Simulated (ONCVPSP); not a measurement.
# An ONCV potential for C, from input to tests

Task: generate the file, and judge it by its errors in other configurations, its logarithmic derivatives, its ghosts and its cutoff.

Method: ONCVPSP 4.0.1, PBE, scalar-relativistic.

### 1 Starting point

The settings as typed:

| Property | Result |
| --- | --- |
| element | carbon (C, Z = 6) |
| type | optimised norm-conserving Vanderbilt (ONCV) |
| frozen core | [He] |
| valence charge | 4 |
| reference configuration | 2s2 (charge +2) |
| partial waves | 2s: rc 1.05 bohr, ncon 3, nbas 7, qcut 6.4 1/bohr, 1 projector; p scattering state at 0.15 Ha: rc 0.95 bohr, ncon 5, nbas 8, qcut 7.8 1/bohr, 2 projectors, debl 0.6 Ha |
| local potential | polynomial inside 0.75 bohr (lpopt 1, dvloc0 2 Ha) |
| core correction | Teter function, fcfact 2, rcfact 1.45 |

An earlier all-electron run gives the scale for the radii.

All-electron outer shells of the reference configuration (PBE, scalar-relativistic, ld1.x):

```
shell  level (eV)  outermost node (bohr)  outermost maximum (bohr)
   1s     -308.54                      –                      0.17
   2s      -40.38                   0.37                      1.13
   2p      -31.77                      –                      1.02
```

### 2 Generation

Input file C.dat:

```
# ATOM AND REFERENCE CONFIGURATION
# atsym  z   nc   nv     iexc    psfile
  C 6.00    1    1        4      upf
#
#   n    l    f
    1    0    2.00
    2    0    2.00
#
# PSEUDOPOTENTIAL AND OPTIMIZATION
# lmax
    1
#
#   l,   rc,      ep,       ncon, nbas, qcut
    0    1.05    0.00    3    7    6.40
    1    0.95    0.15    5    8    7.80
#
# LOCAL POTENTIAL
# lloc, lpopt,  rc(5),   dvloc0
    4    1    0.75    2.00
#
# VANDERBILT-KLEINMAN-BYLANDER PROJECTORs
# l, nproj, debl
    0    1    3.80
    1    2    0.60
#
# MODEL CORE CHARGE
# icmod, fcfact, rcfact
    3    2.00    1.45
#
# LOG DERIVATIVE ANALYSIS
# epsh1, epsh2, depsh
   -3.00    5.00    0.02
#
# OUTPUT GRID
# rlmax, drl
    6.00    0.01
#
# TEST CONFIGURATIONS
# ncnf
    4
# nvcnf
#   n    l    f
    2
    2    0    2.00
    2    1    2.00
#
    2
    2    0    2.00
    2    1    1.00
#
    1
    2    0    1.00
#
    2
    2    0    1.00
    2    1    3.00
#
```

Started as:

```sh
oncvpsp.x < C.dat > C.out
```

Q: Predict the outcome of this session. Wanted: cutoffs for 1 and 0.1 mHa per electron, occupied waves; bound ghosts; GHOST(+) flags; largest test error; largest phase difference near zero energy, channels read; rms error of d²Exc/dn², without and with the model core; projector energies reset by the program.

The runs gave:

| quantity | value |
| --- | --- |
| cutoffs for 1 and 0.1 mHa per electron, occupied waves | 19 Ha and 72 Ha |
| bound ghosts | none found |
| GHOST(+) flags | p at 342 eV, p at 3033 eV |
| largest test error (AE − PS) | +143 meV, for 2s1 2p3 |
| largest phase difference near zero energy, channels read | 0.011 rad |
| rms error of d²Exc/dn², without and with the model core | 2.67 and 0.56 mHa |
| projector energies reset by the program | p: 0.050, 0.650 Ha |

**Reading.** The worst unpolarised test, 2s1 2p3, is off by 143 meV on 26.5 eV; by total energies transferability rates as poor. It counts as of middling hardness, with 19 Ha needed at the looser tolerance. The tighter tolerance needs 72 Ha, and converged work needs a cutoff nearer that. That counts occupied waves only; other projectors can need more. No bound ghost shows below the valence levels. Near zero energy the phases of the channels with partial waves agree within 0.011 rad. The program also flags highly localised states, GHOST(+) (p). All of this concerns the isolated atom, not yet a solid.
